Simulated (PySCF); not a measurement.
# C2H5FSSi2: the cost of one run

The runs use PySCF 2.14.0, with density-fitted response routines of our own; the level of theory stands in each step. All values are computed, except where a source is named. Atoms are numbered from 0 throughout.

## Step 1: The starting structure

11 atoms, charge 0, multiplicity 1; geometry from: GFN2-xTB. The atoms were then displaced at random by about 0.01 Å, so the start is not that level's minimum.

Bonds of the start (Å): C0–C1 1.17, C1–Si2 1.84, Si2–F3 1.62, Si2–S4 2.16, S4–Si5 2.16, C0–H6 1.08, Si2–H7 1.42, Si5–H8 1.48, Si5–H9 1.45, Si5–H10 1.45.

## Step 2: Geometry optimisation at PBE0-D3(BJ)/def2-SVP

The job: settings as JSON, then the geometry in Å.

```
{"job": {"xc": "PBE0", "basis": "def2-SVP", "d3": "d3bj", "grid": 1, "shake": 0.01, "kind": "geom"}, "charge": 0, "multiplicity": 1}
C     -2.125290     1.563610    -0.496880
C     -1.718660     0.472400    -0.357550
Si    -0.977440    -1.198440    -0.192980
F     -0.872470    -1.493870     1.395250
S      1.041230    -1.204790    -0.965070
Si     2.063640     0.197910     0.324550
H     -2.533210     2.554980    -0.615830
H     -1.650450    -2.281170    -0.814300
H      2.058570    -0.330370     1.702850
H      3.393690     0.227830    -0.248240
H      1.358500     1.466080     0.252530
```

On the command line:

```bash
> OMP_NUM_THREADS=1 python probes_run.py task.json out
```

This one command runs all jobs of the session in turn.

**Question.** How long does this first job take on 1 thread of Arm Neoverse V1, shared host, and how much memory does it need?

About 74 s, with a peak of 0.52 GiB.
